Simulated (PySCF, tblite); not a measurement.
# C₃H₁₃AlN₂: geometry, infrared bands and NMR shifts

Wanted: the infrared bands and NMR shifts of C₃H₁₃AlN₂ (`C[C@H](N)[CH2][AlH2-][NH3+]`), by calculation.

Programs: tblite 0.8.0 and PySCF 2.14.0, with density-fitted response routines of our own. Each step states its level of theory. These are calculated values for one molecule in the gas phase, unless marked as measured. Atoms count from 0, in the outputs and in this text.

## (1) The molecule as given

19 atoms, charge 0, multiplicity 1; geometry from: force field or distance geometry start.

Bonds of the start (Å): C0–C1 1.50, C1–N2 1.47, C1–C3 1.49, C3–Al4 1.99, Al4–N5 1.91, C0–H6 1.13, C0–H7 1.11, C0–H8 1.10, C1–H9 1.11, N2–H10 1.05, N2–H11 1.07, C3–H12 1.10, C3–H13 1.13, Al4–H14 1.59, Al4–H15 1.61, N5–H16 1.06, N5–H17 1.04, N5–H18 1.07.

## (2) Optimising the geometry with GFN2-xTB

Job settings and geometry (Å):

```
{"job": {"kind": "relax", "xc": "GFN2-xTB", "basis": "xTB"}, "charge": 0, "multiplicity": 1}
C     -1.128600     1.377500    -0.076900
C     -1.385700    -0.079700    -0.309600
N     -1.884800    -0.645400     0.947000
C     -0.204300    -0.843200    -0.804300
Al     1.376900    -0.834500     0.395800
N      2.562900     0.607300    -0.016000
H     -1.954800     1.982500    -0.565500
H     -0.188200     1.687400    -0.584800
H     -1.131400     1.620600     0.996200
H     -2.200300    -0.216900    -1.050600
H     -2.119600    -1.650900     0.738600
H     -2.826500    -0.171200     1.118700
H      0.085700    -0.555500    -1.827100
H     -0.532500    -1.928600    -0.843400
H      0.924000    -0.730000     1.920300
H      2.148600    -2.233600     0.175400
H      2.984700     0.494600    -0.979000
H      2.115700     1.542600     0.044300
H      3.348500     0.586400     0.713300
```

Launch:

```console
$ OMP_NUM_THREADS=1 python probes_run.py task.json out
```

The driver reads the jobs from task.json and runs them one after another.

**Question.** This job is followed by: GFN2-xTB harmonic vibrations, gas phase; GIAO PBE0/pcSseg-1 NMR shielding, non-relativistic, gas phase. What will the session give for the following? strongest single infrared mode (GFN2-xTB); zero-point energy (GFN2-xTB); 13C shifts against TMS (PBE0/pcSseg-1); 1H shifts against TMS (PBE0/pcSseg-1, means over atoms taken as alike); 15N shifts against NH3 (PBE0/pcSseg-1); 27Al shifts against AlH4- (PBE0/pcSseg-1); surface potential, 1st and 99th percentile.

**Answer**, as computed:

```
                                                              quantity                                               value
                             strongest single infrared mode (GFN2-xTB)                                776 cm⁻¹, 616 km/mol
                                          zero-point energy (GFN2-xTB)                                       98.3 kcal/mol
                                13C shifts against TMS (PBE0/pcSseg-1)                                50.5, 26.8, 21.7 ppm
1H shifts against TMS (PBE0/pcSseg-1, means over atoms taken as alike)  4.06, 4.02, 3.78, 1.91, 1.71, 1.35, 1.12, 0.22 ppm
                                15N shifts against NH3 (PBE0/pcSseg-1)                                      78.5, 45.8 ppm
                             27Al shifts against AlH4- (PBE0/pcSseg-1)                                             9.5 ppm
                                 surface potential, 1st and 99th percentile                                  -1.57 V and 1.90 V
```

What this shows: The optimisation took 125 steps and gained 1.571 eV; among the close pairs (by a distance rule), N2–Al4 changed most, from 3.313 to 2.105 Å. All 51 modes are real, so the xTB geometry is a minimum. The strongest single mode, at 776 cm⁻¹, moves mainly H15 and H14. GFN2-xTB is a fitted tight-binding method: band positions and strengths are rough. Its intensities can rank the bands wrongly. C1 (sp3 CH bonded to N) lies farthest downfield among carbon, at 50.5 ppm; deshielded by the electronegative neighbour. At PBE0/pcSseg-1: Shielding is most anisotropic at Al4 (span 132 ppm, paramagnetic term -313 ppm).
